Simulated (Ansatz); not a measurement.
# CH₆O₂Si₂: small, medium and large basis sets

One table from this session's results is given with a row withheld; the runs are named, their logs left out.

Computed with Ansatz 0.2.0, Gaussian basis. Level: one geometry, several basis sets.

Plan: PBE0-D4/def2-SVP; ωB97M-V/def2-SVP; PBE0-D4/def2-QZVPP; ωB97M-V/def2-QZVPP; the functionals' def2-TZVPP values are taken from earlier runs.

### The geometry

All runs share one geometry, relaxed beforehand with PBE0-D4 in a triple-zeta def2 set.

SMILES `O=CO[SiH2][SiH3]`, 11 atoms, charge 0, spin multiplicity 1.

Atoms are counted from 1 here; the program's logs count them from 0.

Bond lengths: O1–C2 1.201 Å, C2–O3 1.324 Å, C2–H6 1.099 Å, O3–Si4 1.712 Å, Si4–Si5 2.341 Å, Si4–H7 1.483 Å, Si4–H8 1.484 Å, Si5–H9 1.482 Å, Si5–H10 1.487 Å, Si5–H11 1.490 Å. Angles: O1–C2–O3 124.3°, O1–C2–H6 124.0°, O3–C2–H6 111.7°, C2–O3–Si4 117.4°, O3–Si4–Si5 111.7°, O3–Si4–H7 101.7°, O3–Si4–H8 107.9°, Si5–Si4–H7 113.1°, Si5–Si4–H8 112.5°, H7–Si4–H8 109.3°, Si4–Si5–H9 111.1°, Si4–Si5–H10 109.1°, Si4–Si5–H11 108.9°, H9–Si5–H10 110.3°, H9–Si5–H11 109.0°, H10–Si5–H11 108.4°.

The first run:

in.yaml reads:

```yaml
crystal:
  periodic: [false, false, false]
  atoms:
    - {symbol: O, position_ang: [-1.716602, 0.966995, 0.194612]}
    - {symbol: C, position_ang: [-1.174624, 1.463023, -0.755274]}
    - {symbol: O, position_ang: [-0.180329, 0.900481, -1.424687]}
    - {symbol: Si, position_ang: [0.350524, -0.639354, -0.898757]}
    - {symbol: Si, position_ang: [0.747662, -0.675354, 1.407719]}
    - {symbol: H, position_ang: [-1.442866, 2.443548, -1.173223]}
    - {symbol: H, position_ang: [1.580850, -0.825305, -1.705024]}
    - {symbol: H, position_ang: [-0.664233, -1.639653, -1.315023]}
    - {symbol: H, position_ang: [-0.443696, -1.157096, 2.146664]}
    - {symbol: H, position_ang: [1.115732, 0.692661, 1.858669]}
    - {symbol: H, position_ang: [1.892980, -1.586947, 1.684824]}
basis:
  gaussian: {orbitals: def2-SVP}
hamiltonian: {xc: pbe0, dispersion: d4}
output: {orbitals: {seedname: orbitals}}
```

Steps of the session up to this table: PBE0-D4 in def2-SVP; ωB97M-V in def2-SVP; PBE0-D4 in def2-QZVPP; ωB97M-V in def2-QZVPP.

One of the session's tables, all rows but one given; the rest of the session is left out.

It belongs to the step «Functionals by basis». 

| functional | basis | HOMO (eV) |
| --- | --- | --- |
| PBE0-D4 | def2-SVP | -8.28 |
| PBE0-D4 | def2-TZVPP | -8.29 |
| PBE0-D4 | def2-QZVPP | -8.30 |
| ωB97M-V | def2-SVP | -10.34 |
| ωB97M-V | def2-TZVPP | ? |
| ωB97M-V | def2-QZVPP | -10.37 |

**Question.** Estimate the row for ωB97M-V, def2-TZVPP.

The run gave: HOMO (eV): -10.36. In the column «HOMO (eV)» it lies between ωB97M-V, def2-QZVPP (-10.37) and ωB97M-V, def2-SVP (-10.34).
